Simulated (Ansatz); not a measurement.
Ba2Tl5V3O12:

```xyz
22
Lattice="9.9367 0.0000 0.0000 0.0000 9.9367 0.0000 0.0000 0.0000 6.6555" Properties=species:S:1:pos:R:3 pbc="T T T"
Ba    0.0000    4.9683    0.0000
Ba    4.9683    0.0000    0.0000
V     4.9683    4.9683    0.0000
V     4.9683    0.0000    3.3278
V     0.0000    4.9683    3.3278
Tl    0.0000    0.0000    3.3278
Tl    6.6895    3.2472    3.0625
Tl    3.2472    6.6895    3.0625
Tl    6.6895    6.6895    3.5930
Tl    3.2472    3.2472    3.5930
O     3.9596    5.9771    0.9752
O     5.9771    3.9596    0.9752
O     5.9771    5.9771    5.6804
O     3.9596    3.9596    5.6804
O     5.9579    0.9015    2.2349
O     3.9787    0.9015    4.4207
O     5.9579    9.0352    4.4207
O     3.9787    9.0352    2.2349
O     0.9015    5.9579    2.2349
O     0.9015    3.9787    4.4207
O     9.0352    5.9579    4.4207
O     9.0352    3.9787    2.2349
```

The cell was built by a generator and needn't be a form met in nature.

* Program: Ansatz 0.2.0
* Task: relaxation of cell and atoms
* Functional: revPBE
* Potentials or basis: Ansatz PAW
* Cutoff: 420 eV (not typed: the program's choice for these potentials)
* k mesh: 2 × 2 × 3
* Occupations: fermi-dirac, width 0.05 eV
* Spin: collinear spin, ferromagnetic start
* Starting moments: [0.0, 0.0, 2.0, 2.0, 2.0, 0.0, 0.0, 0.0, 0.0, 0.0, 0.0, 0.0, 0.0, 0.0, 0.0, 0.0, 0.0, 0.0, 0.0, 0.0, 0.0, 0.0] μB

At the start: volume 29.87 Å³/atom.

**Question.** How do energy, volume and symmetry change on relaxing?

**Answer.** It ends after 11 steps and the volume is 32.29 Å³/atom (+8.1 %); space group P-42m (No. 111, to 0.05 Å); moment 0.00 μB per cell.

The path:
```tsv
step	energy change (eV)	largest force (eV/Å)	volume (Å³)
1	0.0000	0.1529	657.15
2	-0.0220	0.2097	695.91
3	-0.0579	0.0671	691.05
4	-0.0597	0.0269	693.20
5	-0.0574	0.0152	695.74
6	-0.0574	0.0012	695.86
7	-0.1294	0.0015	695.86
8	-0.1250	0.0086	705.52
9	-0.1189	0.0330	710.34
10	-0.1194	0.0018	710.37
11	-0.1394	0.0019	710.37
```

Final structure:
```
Ba V Tl O
1.0
    10.31576    0.00000    0.00000
     0.00000   10.31576    0.00000
     0.00000    0.00000    6.67542
Ba V Tl O
2 3 5 12
Direct
  0.00000 0.50000 0.00000
  0.50000 0.00000 0.00000
  0.50000 0.50000 0.00000
  0.50000 0.00000 0.50000
  0.00000 0.50000 0.50000
  0.00000 0.00000 0.50000
  0.67573 0.32427 0.45242
  0.32427 0.67573 0.45242
  0.67573 0.67573 0.54758
  0.32427 0.32427 0.54758
  0.40211 0.59789 0.14730
  0.59789 0.40211 0.14730
  0.59789 0.59789 0.85270
  0.40211 0.40211 0.85270
  0.59581 0.08870 0.33602
  0.40419 0.08870 0.66398
  0.59581 0.91130 0.66398
  0.40419 0.91130 0.33602
  0.08870 0.59581 0.33602
  0.08870 0.40419 0.66398
  0.91130 0.59581 0.66398
  0.91130 0.40419 0.33602
```

Caveat: the plane-wave basis is chosen anew once the cell has moved, so the energies of steps on either side of that aren't comparable; the PAW data sets come from PBE, with cores solved anew for the run's functional, which leaves a small shift of forces and pressure; the starting moments weren't kept.
